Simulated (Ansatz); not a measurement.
Runs of Ansatz 0.2.0 on CaB2. Symmetry: P6/mmm, No. 191, hexagonal system. Conventional cell: a = 3.226 Å, b = 3.226 Å, c = 4.067 Å, α = 90.00°, β = 90.00°, γ = 120.00°. Ca (site symmetry 6/mmm) has 12 B at 2.76 Å as nearest neighbours. B (site symmetry -6m2) has 3 B at 1.86 Å as nearest neighbours. The cell comes from a database or a generator and needn't be the stable form of this composition.

| level | cutoff (eV) | gap on the mesh (eV) | pressure (GPa) |
| --- | --- | --- | --- |
| PBE | 420 | none | -0.4 |
| revPBE | 420 | none | (b) |
| BLYP | 420 | none | 2.3 |
| PBEsol | 420 | none | (a) |
| LDA | 420 | none | -7.0 |
| RPBE | 420 | none | 2.7 |
| r2SCAN | 500 | none | -0.4 |

Alike in all rows: task band structure; potentials or basis Ansatz PAW; no spin polarisation; cell as given; k mesh 9 × 9 × 7; smearing fermi-dirac 0.05 eV.

Problem. Fill in the values left out.

Solution. (a) -3.3; (b) 1.9.

Caveats: the PAW data sets come from PBE, with cores solved anew for the run's functional, which leaves a small shift of forces and pressure (some runs).

A gap of «none» marks a metal or a gap under the smearing width.
